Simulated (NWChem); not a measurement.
# the pair BH3O3···CH5N: a chain of runs

Aim: the energy (singlet CH8BNO3, B3LYP/6-31+G*), then a single-point energy (singlet BH3O3, B3LYP/6-31+G*), then the energy (singlet CH5N, B3LYP/6-31+G*), then the energy (singlet BH3O3, B3LYP/6-31+G*), then the energy (singlet CH5N, B3LYP/6-31+G*) of CH8BNO3 and its partners. 

The calculation is run with NWChem 7.3.0.

## 1. The system as given

The species is CH8BNO3 (14 atoms), meant as a singlet with charge 0. The two molecules were placed rigidly side by side, at 0.8 times their contact distance; the pair isn't optimised.

Bond lengths: O1–B2 1.367 Å, B2–O3 1.360 Å, B2–O4 1.376 Å, C8–N9 1.453 Å, O1–H5 0.957 Å, O3–H6 0.959 Å, O4–H7 0.957 Å, C8–H10 1.100 Å, C8–H11 1.092 Å, C8–H12 1.092 Å, N9–H13 1.012 Å, N9–H14 1.012 Å. Some angles: O1–B2–O3 116.5°, O1–B2–O4 125.2°, O3–B2–O4 118.3°, B2–O1–H5 115.3°, B2–O3–H6 111.6°, B2–O4–H7 115.8°, C8–N9–H13 110.6°, C8–N9–H14 110.6°, N9–C8–H10 115.4°, N9–C8–H11 109.4°.

## 2. A single-point energy at B3LYP/6-31+G(d) (spherical functions) (run 1)

File ch8bno3.nw:

```
START ch8bno3
memory 2200 mb

GEOMETRY units bohr noautosym nocenter noautoz
 O   -2.09701018   1.51671308   0.60830284
 B   -0.02303576  -0.01283124   0.43218036
 O    0.94714963  -0.88682957   2.64580555
 O    1.13517738  -0.72053367  -1.78654708
 H   -2.75406796   2.11386654  -0.96659491
 H    2.39392395  -1.94299750   2.37066142
 H    0.39780625  -0.06744433  -3.30380818
 C   -0.29755628   6.23942213   2.36937641
 N   -2.36690087   6.67704491   4.12016987
 H    1.13219161   4.87158167   3.00538263
 H    0.66588279   8.02492986   1.98857770
 H   -1.05393805   5.56815362   0.56986581
 H   -1.70778329   7.32042106   5.79577113
 H   -3.29838467   5.04713723   4.48382876
END

BASIS spherical bse
 * library 6-31+G*
END

DFT
 xc b3lyp
 mult 1
 grid fine
 convergence energy 1e-08
 maxiter 100
 mulliken
 noprint "final vectors analysis"
END

TASK dft energy
```

The run is started by

```sh
nwchem ch8bno3.nw > ch8bno3.out
```

Log:

```text
[...]
          Wavefunction type:  closed shell.
          No. of atoms     :    14
          No. of electrons :    50
[...]
          Charge           :     0
          Spin multiplicity:     1
[...]
          AO basis - number of functions:   124
[...]
              XC Information
              --------------
                         B3LYP Method XC Potential
                     Hartree-Fock (Exact) Exchange  0.200
                        Slater Exchange Functional  0.800 local
                    Becke 1988 Exchange Functional  0.720 non-local
              Lee-Yang-Parr Correlation Functional  0.810
                  VWN I RPA Correlation Functional  0.190 local
[...]
 d= 0,ls=0.0,diis     1   -348.2003584460 -5.86D+02  1.41D-02  1.24D+00     5.4
[...]
 d= 0,ls=0.0,diis    10   -348.3407354146 -3.53D-09  1.66D-07  2.79D-10    43.3
         Total DFT energy =     -348.340735414642
      One electron energy =     -946.219645994104
           Coulomb energy =      405.872739168413
    Exchange-Corr. energy =      -45.302370867127
 Nuclear repulsion energy =      237.308542278176
[...]
      Total Density - Mulliken Population Analysis
     ---------------------------------------------
    Atom       Charge   Shell Charges
 -----------   ------   -------------------------------------------------------
    1 O    8     8.96   2.00  0.90  2.97  0.96  1.70  0.14  0.27  0.02
    2 B    5     3.93   2.00  0.52  1.46 -0.19 -0.07  0.00  0.02  0.18
    3 O    8     8.83   2.00  0.90  2.97  0.96  1.69  0.09  0.20  0.02
    4 O    8     8.78   2.00  0.90  2.97  0.96  1.72  0.04  0.19  0.02
    5 H    1     0.50   0.48  0.02
    6 H    1     0.50   0.47  0.03
    7 H    1     0.52   0.48  0.05
    8 C    6     6.43   2.00  0.67  2.11  0.62  0.85  0.08  0.05  0.05
    9 N    7     7.81   2.00  0.78  2.51  0.89  1.48 -0.03  0.15  0.03
   10 H    1     0.82   0.54  0.29
[...]
```

Wall time 44 s (1 thread of Intel Xeon Platinum 8375C at 2.90GHz (Ice Lake), shared host); peak memory 0.12 GiB.

## 3. BH3O3: the energy at B3LYP/6-31+G(d) (spherical functions) (run 2)

File work.nw:

```
echo
start work
title "BH3O3 B3LYP"
memory total 2200 mb
charge 0
geometry units au noautosym nocenter noautoz
  O   -2.09701018   1.51671308   0.60830284
  B   -0.02303576  -0.01283124   0.43218036
  O    0.94714963  -0.88682957   2.64580555
  O    1.13517738  -0.72053367  -1.78654708
  H   -2.75406796   2.11386654  -0.96659491
  H    2.39392395  -1.94299750   2.37066142
  H    0.39780625  -0.06744433  -3.30380818
end
basis spherical bse
  * library 6-31+G*
end
dft
  xc b3lyp
  grid fine
  convergence energy 1e-08
  iterations 100
  mulliken
  noprint "final vectors analysis"
end
task dft energy
```

The run is started by

```sh
nwchem work.nw > work.out
```

Log:

```text
[...]
          Wavefunction type:  closed shell.
          No. of atoms     :     7
          No. of electrons :    32
[...]
          Charge           :     0
          Spin multiplicity:     1
[...]
          AO basis - number of functions:    78
[...]
              XC Information
              --------------
                         B3LYP Method XC Potential
                     Hartree-Fock (Exact) Exchange  0.200
                        Slater Exchange Functional  0.800 local
                    Becke 1988 Exchange Functional  0.720 non-local
              Lee-Yang-Parr Correlation Functional  0.810
                  VWN I RPA Correlation Functional  0.190 local
[...]
 d= 0,ls=0.0,diis     1   -252.3727000774 -3.69D+02  1.93D-02  1.00D+00     1.3
[...]
 d= 0,ls=0.0,diis    10   -252.4854794323 -2.63D-09  9.98D-08  9.85D-11    10.3
         Total DFT energy =     -252.485479432293
      One electron energy =     -576.599411539879
           Coulomb energy =      238.959971678166
    Exchange-Corr. energy =      -31.075674167418
 Nuclear repulsion energy =      116.229634596837
[...]
      Total Density - Mulliken Population Analysis
     ---------------------------------------------
    Atom       Charge   Shell Charges
 -----------   ------   -------------------------------------------------------
    1 O    8     8.81   2.00  0.90  2.97  0.96  1.69  0.08  0.20  0.02
    2 B    5     3.98   2.00  0.52  1.46 -0.16 -0.04 -0.01  0.02  0.19
    3 O    8     8.83   2.00  0.90  2.97  0.96  1.69  0.10  0.20  0.02
    4 O    8     8.81   2.00  0.90  2.97  0.95  1.71  0.06  0.21  0.02
    5 H    1     0.53   0.48  0.05
    6 H    1     0.51   0.48  0.03
    7 H    1     0.53   0.48  0.05
[...]
```

It took 11 s on 1 thread of Intel Xeon Platinum 8375C at 2.90GHz (Ice Lake), shared host; peak memory 0.11 GiB.

## 4. CH5N: a single-point energy at B3LYP/6-31+G(d) (spherical functions) (run 3)

File geom.nw:

```
start geom
title "CH5N"
memory 2200 mb
charge 0

geometry units atomic noautosym nocenter noautoz
C  -0.29755628  6.23942213  2.36937641
N  -2.36690087  6.67704491  4.12016987
H   1.13219161  4.87158167  3.00538263
H   0.66588279  8.02492986  1.98857770
H  -1.05393805  5.56815362  0.56986581
H  -1.70778329  7.32042106  5.79577113
H  -3.29838467  5.04713723  4.48382876
end

basis spherical bse
* library 6-31+G*
end

dft
xc b3lyp
grid fine
convergence energy 1e-08
iterations 100
mulliken
noprint "final vectors analysis"
end

task dft energy
```

The run is started by

```sh
nwchem geom.nw > geom.out
```

Log:

```text
[...]
          Wavefunction type:  closed shell.
          No. of atoms     :     7
          No. of electrons :    18
[...]
          Charge           :     0
          Spin multiplicity:     1
[...]
          AO basis - number of functions:    46
[...]
              XC Information
              --------------
                         B3LYP Method XC Potential
                     Hartree-Fock (Exact) Exchange  0.200
                        Slater Exchange Functional  0.800 local
                    Becke 1988 Exchange Functional  0.720 non-local
              Lee-Yang-Parr Correlation Functional  0.810
                  VWN I RPA Correlation Functional  0.190 local
[...]
 d= 0,ls=0.0,diis     1    -95.8305307323 -1.38D+02  1.49D-02  2.47D-01     0.6
[...]
 d= 0,ls=0.0,diis     8    -95.8595276439 -9.20D-10  1.03D-06  3.91D-09     3.8
         Total DFT energy =      -95.859527643934
      One electron energy =     -211.688458932897
           Coulomb energy =       87.900859128006
    Exchange-Corr. energy =      -14.212768450343
 Nuclear repulsion energy =       42.140840611301
[...]
      Total Density - Mulliken Population Analysis
     ---------------------------------------------
    Atom       Charge   Shell Charges
 -----------   ------   -------------------------------------------------------
    1 C    6     6.47   2.00  0.67  2.11  0.62  0.88  0.08  0.06  0.05
    2 N    7     7.80   2.00  0.78  2.51  0.88  1.47 -0.04  0.16  0.03
    3 H    1     0.83   0.54  0.30
    4 H    1     0.81   0.53  0.28
    5 H    1     0.81   0.53  0.28
    6 H    1     0.64   0.52  0.12
    7 H    1     0.64   0.52  0.12
[...]
```

It took 4.8 s on 1 thread of Intel Xeon Platinum 8375C at 2.90GHz (Ice Lake), shared host; peak memory 0.11 GiB.

## 5. BH3O3 among ghost functions: the energy at B3LYP/6-31+G(d) (spherical functions, with ghost functions) (run 4)

File test.nw:

```
start test
memory total 2200 mb

geometry units bohr noautosym nocenter noautoz
  O  -2.09701018  1.51671308  0.60830284
  B  -0.02303576 -0.01283124  0.43218036
  O   0.94714963 -0.88682957  2.64580555
  O   1.13517738 -0.72053367 -1.78654708
  H  -2.75406796  2.11386654 -0.96659491
  H   2.39392395 -1.94299750  2.37066142
  H   0.39780625 -0.06744433 -3.30380818
  bqC     -0.297556     6.239422     2.369376
  bqN     -2.366901     6.677045     4.120170
  bqH      1.132192     4.871582     3.005383
  bqH      0.665883     8.024930     1.988578
  bqH     -1.053938     5.568154     0.569866
  bqH     -1.707783     7.320421     5.795771
  bqH     -3.298385     5.047137     4.483829
end

basis spherical bse
  O library 6-31+G*
  B library 6-31+G*
  H library 6-31+G*
  bqC library C 6-31+G*
  bqN library N 6-31+G*
  bqH library H 6-31+G*
end

dft
  xc b3lyp
  grid fine
  convergence energy 1e-08
  maxiter 100
  mulliken
  noprint "final vectors analysis"
end

task dft energy
```

The run is started by

```sh
nwchem test.nw > test.out
```

Log:

```text
[...]
          Wavefunction type:  closed shell.
          No. of atoms     :    14
          No. of electrons :    32
[...]
          Charge           :     0
          Spin multiplicity:     1
[...]
          AO basis - number of functions:   124
[...]
              XC Information
              --------------
                         B3LYP Method XC Potential
                     Hartree-Fock (Exact) Exchange  0.200
                        Slater Exchange Functional  0.800 local
                    Becke 1988 Exchange Functional  0.720 non-local
              Lee-Yang-Parr Correlation Functional  0.810
                  VWN I RPA Correlation Functional  0.190 local
[...]
 d= 0,ls=0.0,diis     1   -252.3732770073 -3.69D+02  1.30D-02  1.01D+00     4.7
[...]
 d= 0,ls=0.0,diis    10   -252.4861882439 -2.64D-09  6.47D-08  9.72D-11    39.8
         Total DFT energy =     -252.486188243946
      One electron energy =     -576.599371263592
           Coulomb energy =      238.958890005522
    Exchange-Corr. energy =      -31.075341582713
 Nuclear repulsion energy =      116.229634596837
[...]
      Total Density - Mulliken Population Analysis
     ---------------------------------------------
    Atom       Charge   Shell Charges
 -----------   ------   -------------------------------------------------------
    1 O    8     8.92   2.00  0.90  2.96  0.96  1.70  0.12  0.26  0.02
    2 B    5     3.94   2.00  0.52  1.46 -0.18 -0.06  0.00  0.02  0.19
    3 O    8     8.83   2.00  0.90  2.97  0.96  1.69  0.09  0.20  0.02
    4 O    8     8.79   2.00  0.90  2.97  0.96  1.72  0.04  0.20  0.02
    5 H    1     0.50   0.48  0.02
    6 H    1     0.51   0.48  0.03
    7 H    1     0.53   0.48  0.05
    8 X    0    -0.01   0.00  0.00  0.00 -0.00 -0.01  0.00 -0.00  0.00
    9 X    0    -0.01  -0.00 -0.00 -0.00  0.00  0.00 -0.01 -0.01  0.00
   10 X    0     0.00   0.00  0.00
[...]
```

Run time: 41 s. Hardware: 1 thread of Intel Xeon Platinum 8375C at 2.90GHz (Ice Lake), shared host; peak memory 0.12 GiB.

## 6. CH5N among ghost functions: a single-point energy at B3LYP/6-31+G(d) (spherical functions, with ghost functions) (run 5)

File job.nw:

```
start job
title "CH5N"
memory stack 880 mb heap 220 mb global 1100 mb

geometry units angstrom noautosym nocenter noautoz
  C     -0.157460     3.301760     1.253820
  N     -1.252510     3.533340     2.180300
  H      0.599130     2.577930     1.590380
  H      0.352370     4.246610     1.052310
  H     -0.557720     2.946540     0.301560
  H     -0.903720     3.873800     3.066990
  H     -1.745430     2.670830     2.372740
  bqO     -1.109690     0.802610     0.321900
  bqB     -0.012190    -0.006790     0.228700
  bqO      0.501210    -0.469290     1.400100
  bqO      0.600710    -0.381290    -0.945400
  bqH     -1.457390     1.118610    -0.511500
  bqH      1.266810    -1.028190     1.254500
  bqH      0.210510    -0.035690    -1.748300
end

basis spherical bse
  C library 6-31+G*
  N library 6-31+G*
  H library 6-31+G*
  bqO library O 6-31+G*
  bqB library B 6-31+G*
  bqH library H 6-31+G*
end

dft
  xc b3lyp
  grid fine
  convergence energy 1e-08
  maxiter 100
  mulliken
  print low
end

task dft energy
```

The run is started by

```sh
nwchem job.nw > job.out
```

Log:

```text
[...]
 d= 0,ls=0.0,diis     1    -95.8307058021 -1.38D+02  5.84D-03  2.49D-01     4.4
[...]
 d= 0,ls=0.0,diis     8    -95.8597930307 -9.75D-10  4.17D-07  4.58D-09    32.0
         Total DFT energy =      -95.859793030715
      One electron energy =     -211.687421045379
           Coulomb energy =       87.899212860542
    Exchange-Corr. energy =      -14.212428472631
 Nuclear repulsion energy =       42.140843626754
[...]
      Total Density - Mulliken Population Analysis
     ---------------------------------------------
    Atom       Charge   Shell Charges
 -----------   ------   -------------------------------------------------------
    1 C    6     6.47   2.00  0.67  2.11  0.63  0.88  0.08  0.05  0.05
    2 N    7     7.81   2.00  0.78  2.51  0.89  1.47 -0.03  0.15  0.03
    3 H    1     0.83   0.54  0.29
    4 H    1     0.81   0.53  0.28
    5 H    1     0.79   0.53  0.26
    6 H    1     0.64   0.52  0.12
    7 H    1     0.63   0.52  0.11
    8 X    0     0.03   0.00  0.00 -0.00 -0.00 -0.00  0.02  0.01 -0.00
    9 X    0    -0.01   0.00  0.00  0.00 -0.00 -0.00 -0.00 -0.00 -0.00
   10 X    0    -0.00  -0.00 -0.00  0.00 -0.00  0.00  0.00 -0.00  0.00
[...]
```

Wall time 33 s (1 thread of Intel Xeon Platinum 8375C at 2.90GHz (Ice Lake), shared host); peak memory 0.12 GiB.

## 7. What came out

```
                                                                                                                 quantity          value
                                                                                       run 1, B3LYP/6-31+G*: total energy  -348.34074 Eh
                                                                                      run 1, B3LYP/6-31+G*: dipole moment         2.87 D
                                                                                                      BH3O3: total energy  -252.48548 Eh
                                                                                                     BH3O3: dipole moment         3.31 D
                                                                                                       CH5N: total energy   -95.85953 Eh
                                                                                                      CH5N: dipole moment         1.52 D
                                                                                BH3O3 among ghost functions: total energy  -252.48619 Eh
                                                                               BH3O3 among ghost functions: dipole moment         3.26 D
                                                                                 CH5N among ghost functions: total energy   -95.85979 Eh
              interaction energy of the rigid parts BH3O3 and CH5N (parts in their own basis; closest atoms 2.19 Å apart)       0.116 eV
interaction energy of the rigid parts BH3O3 and CH5N (parts in the whole basis, counterpoise; closest atoms 2.19 Å apart)       0.143 eV
```

**Reading.** The interaction energy of the rigid parts BH3O3 and CH5N (parts in their own basis; closest atoms 2.19 Å apart) is 0.12 eV (11.2 kJ/mol): the parts repel at this shape. Without counterpoise this holds the superposition error of the basis. The interaction energy of the rigid parts BH3O3 and CH5N (parts in the whole basis, counterpoise; closest atoms 2.19 Å apart) is 0.14 eV (3.3 kcal/mol): the parts repel at this shape. The basis-set superposition error is 2.6 kJ/mol. Mulliken charges (run 1, B3LYP/6-31+G*) run from -0.96 on O1 to +1.07 on B2; in a basis this large or diffuse they mean little. Mulliken charges (BH3O3) run from -0.83 on O3 to +1.02 on B2; in a basis this large or diffuse they mean little. Mulliken charges (CH5N) run from -0.80 on N2 to +0.36 on H6; in a basis this large or diffuse they mean little.
